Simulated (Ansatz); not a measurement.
# Si5C: the cell at several levels of theory

How does the equilibrium cell of Si5C as one 6-atom ordering (P3m1) on the diamond lattice depend on the functional? It is relaxed with PBE and r2SCAN. This is a trial cell built on a prototype, not taken from a measured structure, and it needn't be the compound's ground state.

The runs shown are made with Ansatz 0.2.0. PAW datasets, plane waves, zero pressure. The calculation is spin-unpolarised, and the structure need not be a phase that has been made.

**1. The cell**

This is the cell as the run starts from it, not yet at rest; its lengths are not the crystal's.

It is trigonal, P3m1 (No. 156); conventional cell a = 3.435 Å, c = 8.413 Å, 14.33 Å³ an atom. Near C stand 4 Si at 2.10 Å; near Si stand 4 Si at 2.10 Å; near Si stand 3 C at 2.10 Å and 1 Si at 2.10 Å.

As a file:

```cif
data_structure
_symmetry_space_group_name_H-M 'P3m1'
_symmetry_Int_Tables_number 156
_cell_length_a 3.4347
_cell_length_b 3.4347
_cell_length_c 8.4133
_cell_angle_alpha 90.000
_cell_angle_beta 90.000
_cell_angle_gamma 120.000
_cell_volume 85.96
loop_
_atom_site_label
_atom_site_type_symbol
_atom_site_symmetry_multiplicity
_atom_site_Wyckoff_symbol
_atom_site_fract_x
_atom_site_fract_y
_atom_site_fract_z
_atom_site_occupancy
C1 C 1 a 0.00000 0.00000 0.00000 1
Si1 Si 1 c 0.66667 0.33333 0.66667 1
Si2 Si 1 b 0.33333 0.66667 0.33333 1
Si3 Si 1 c 0.66667 0.33333 0.91667 1
Si4 Si 1 b 0.33333 0.66667 0.58333 1
Si5 Si 1 a 0.00000 0.00000 0.25000 1
```

**2. Relaxation with PBE**

input.yaml reads:

```yaml
crystal:
  lattice:
    - [3.4347289504, 0.0, 0.0]
    - [-1.7173644752, 2.9745625262, 0.0]
    - [0.0, 0.0, 8.4133333333]
  atoms:
    - { symbol: C, position: [0.0, 0.0, 0.0] }
    - { symbol: Si, position: [0.6666666667, 0.3333333333, 0.6666666667] }
    - { symbol: Si, position: [0.3333333333, 0.6666666667, 0.3333333333] }
    - { symbol: Si, position: [0.6666666667, 0.3333333333, 0.9166666667] }
    - { symbol: Si, position: [0.3333333333, 0.6666666667, 0.5833333333] }
    - { symbol: Si, position: [0.0, 0.0, 0.25] }
kpoints:
  mp_grid: { grid: [12, 12, 4] }
hamiltonian:
  xc: pbe
scf:
  occupations: { method: fermi_dirac, width: 0.02 }
relax:
  f_tol: 0.005
  cell: {}
```

The run is started by

```sh
$ ansatz run input.yaml --threads 4 --pin off --max-ram 6451MiB --backend cpu --events-out ev --progress --plain --runs-dir out
```

The runs that follow: r2SCAN: cell and atoms.

What does the calculation give? Wanted: for each run, a; c; volume; space group; SCF geometries.

The runs gave:

| level | a (Å) | c (Å) | volume (Å³/atom) | space group | SCF geometries |
| --- | --- | --- | --- | --- | --- |
| PBE | 3.612 | 9.022 | 16.989 | P3m1 | 10 |
| r2SCAN | 3.598 | 8.976 | 16.769 | P3m1 | 6 |

**Reading.** The first relaxation changed the volume by +18.6 % from the start. r2SCAN gives the smallest cell and PBE the largest; they differ by 1.3 % in volume, a mean of 0.4 % in length.
